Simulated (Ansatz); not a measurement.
# ScGa2N3: the cost of one run

Computed with Ansatz 0.2.0 (DFT PBE, scalar-relativistic, plane waves, PAW, unless a step's input says otherwise).

## Step 1: The system as given

The structure is hexagonal, space group P6/mmm (No. 191). Conventional cell: a = 4.981 Å, b = 4.981 Å, c = 4.703 Å, α = 90.00°, β = 90.00°, γ = 120.00°. Sc (site symmetry 6/mmm) has 12 N at 3.43 Å and 12 Ga at 3.71 Å as nearest neighbours. Ga (site symmetry -6m2) has 3 N at 1.44 Å as nearest neighbours. N (site symmetry mmm) has 2 Ga at 1.44 Å as nearest neighbours.

Structure file:

```cif
data_structure
_symmetry_space_group_name_H-M 'P 1'
_symmetry_Int_Tables_number 1
_cell_length_a 4.9805
_cell_length_b 4.9805
_cell_length_c 4.7031
_cell_angle_alpha 90.000
_cell_angle_beta 90.000
_cell_angle_gamma 120.000
_cell_volume 101.03
loop_
_atom_site_label
_atom_site_type_symbol
_atom_site_fract_x
_atom_site_fract_y
_atom_site_fract_z
_atom_site_occupancy
Sc1 Sc 0.00000 0.00000 0.00000 1
Ga1 Ga 0.33333 0.66667 0.50000 1
Ga2 Ga 0.66667 0.33333 0.50000 1
N1 N 0.50000 0.00000 0.50000 1
N2 N 0.00000 0.50000 0.50000 1
N3 N 0.50000 0.50000 0.50000 1
```

Recipe of the guess: random cell by space group and Wyckoff sites (P6/mmm, No. 191). Lengths come from tabulated atomic sizes and are only a guess.

## Step 2: A first look at the guess

The input, input.yaml:

```yaml
crystal:
  lattice:
    - [4.98051374, 0.0, 0.0]
    - [-2.49025687, 4.31325142, 0.0]
    - [0.0, 0.0, 4.7031149]
  atoms:
    - { symbol: Sc, position: [0.0, 0.0, 0.0] }
    - { symbol: Ga, position: [0.33333333, 0.66666667, 0.5] }
    - { symbol: Ga, position: [0.66666667, 0.33333333, 0.5] }
    - { symbol: "N", position: [0.5, 0.0, 0.5] }
    - { symbol: "N", position: [0.0, 0.5, 0.5] }
    - { symbol: "N", position: [0.5, 0.5, 0.5] }
basis:
  ecutwfc: 420
kpoints:
  mp_grid: { grid: [6, 6, 4] }
hamiltonian:
  xc: pbe
scf:
  occupations: { method: gaussian, width: 0.1 }
  lower_state_search: "off"
output:
  forces: true
  stress: true
  eigenvalues: true
```

The run is started by

```sh
$ ansatz run input.yaml --threads 1 --pin off --max-ram 2560MiB --backend cpu --events-out ev --progress --plain --runs-dir out
```

What time and memory should one allow on 1 thread of Arm Neoverse V1, shared host?

About 5.7 s, with a peak of 0.38 GiB.
